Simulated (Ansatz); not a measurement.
# Ta2SiO3: the cost of one run

Program: Ansatz 0.2.0. Level of theory: DFT PBE, scalar-relativistic, plane waves, PAW, unless a step names another level. These are calculated values, not measurements.

6 further runs of the same task are left out: 6 that didn't finish.

### 1 The system as given

Symmetry: P-1, No. 2, triclinic system. The conventional cell has a = 5.015 Å, b = 5.059 Å, c = 6.782 Å, α = 90.44°, β = 90.77°, γ = 91.39°. Ta (site symmetry 1) has 4 O at 1.92 to 2.22 Å and 2 Si at 2.61 to 2.68 Å as nearest neighbours. Around Ta (site symmetry 1) lie 4 O at 1.90 to 2.21 Å and 2 Si at 2.61 to 2.68 Å. Around Si (site symmetry 1) lie 2 Si at 2.52 to 2.54 Å and 4 Ta at 2.61 to 2.68 Å. O (site symmetry 1) is surrounded by 2 Ta at 1.90 to 1.92 Å. O (site symmetry 1) is surrounded by 2 Ta at 1.94 Å. O (site symmetry 1) is surrounded by 4 Ta at 2.10 to 2.22 Å.

Structure file:

```
Ta Si O
1.0
     5.01499   -0.00293   -0.00472
    -0.11958    5.05759   -0.00027
    -0.08527   -0.05428    6.78129
Ta Si O
4 2 6
Direct
  0.72240 0.00923 0.80292
  0.28049 0.50256 0.79877
  0.27760 0.99077 0.19708
  0.71951 0.49744 0.20123
  0.50269 0.75103 0.50627
  0.49731 0.24897 0.49373
  0.99536 0.26220 0.73340
  0.01085 0.76524 0.84424
  0.49167 0.24894 0.98460
  0.00464 0.73780 0.26660
  0.98915 0.23476 0.15576
  0.50833 0.75106 0.01540
```

It came out lowest among 30 distinct ends of the trial cells. At a tolerance of 0.05 Å it has space group P-1 (No. 2).

### 2 A stricter relaxation, on the response runs' mesh and smearing

input.yaml reads:

```yaml
crystal:
  lattice:
    - [5.0149895202, -0.0029300902, -0.0047203783]
    - [-0.119584962, 5.0575935405, -0.0002695069]
    - [-0.0852712161, -0.0542808846, 6.781291079]
  atoms:
    - { symbol: Ta, position: [0.7224026291, 0.0092321359, 0.8029193249] }
    - { symbol: Ta, position: [0.2804870916, 0.5025615134, 0.7987652188] }
    - { symbol: Ta, position: [0.2775973709, 0.9907678641, 0.1970806751] }
    - { symbol: Ta, position: [0.7195129084, 0.4974384866, 0.2012347812] }
    - { symbol: Si, position: [0.5026853655, 0.7510346448, 0.5062671251] }
    - { symbol: Si, position: [0.4973146345, 0.2489653552, 0.4937328749] }
    - { symbol: O, position: [0.9953564986, 0.2621992683, 0.7333973617] }
    - { symbol: O, position: [0.0108457092, 0.7652435733, 0.8442375215] }
    - { symbol: O, position: [0.4916662266, 0.2489430602, 0.9845950894] }
    - { symbol: O, position: [0.0046435014, 0.7378007317, 0.2666026383] }
    - { symbol: O, position: [0.9891542908, 0.2347564267, 0.1557624785] }
    - { symbol: O, position: [0.5083337734, 0.7510569398, 0.0154049106] }
basis:
  ecutwfc: 420
kpoints:
  mp_grid: { grid: [6, 6, 6] }
hamiltonian:
  xc: pbe
scf:
  occupations: { method: gaussian, width: 0.1 }
output:
  forces: true
  stress: true
  eigenvalues: true
  write_density: true
  write_potential: true
  elf: true
  volumetric_format: npy
relax:
  adjacent_minimum: "off"
  f_tol: 0.001
  max_steps: 60
  cell: { stress_tol: 0.01 }
```

Started as:

```sh
ansatz run input.yaml --threads 3 --pin off --max-ram 7680MiB --backend cpu --events-out ev --progress --plain --runs-dir out
```

**Question.** How long does this run take on 3 threads of Intel Xeon Platinum 8488C (Sapphire Rapids), shared host, and how much memory does it need?

About 10 min, with a peak of 1.2 GiB.
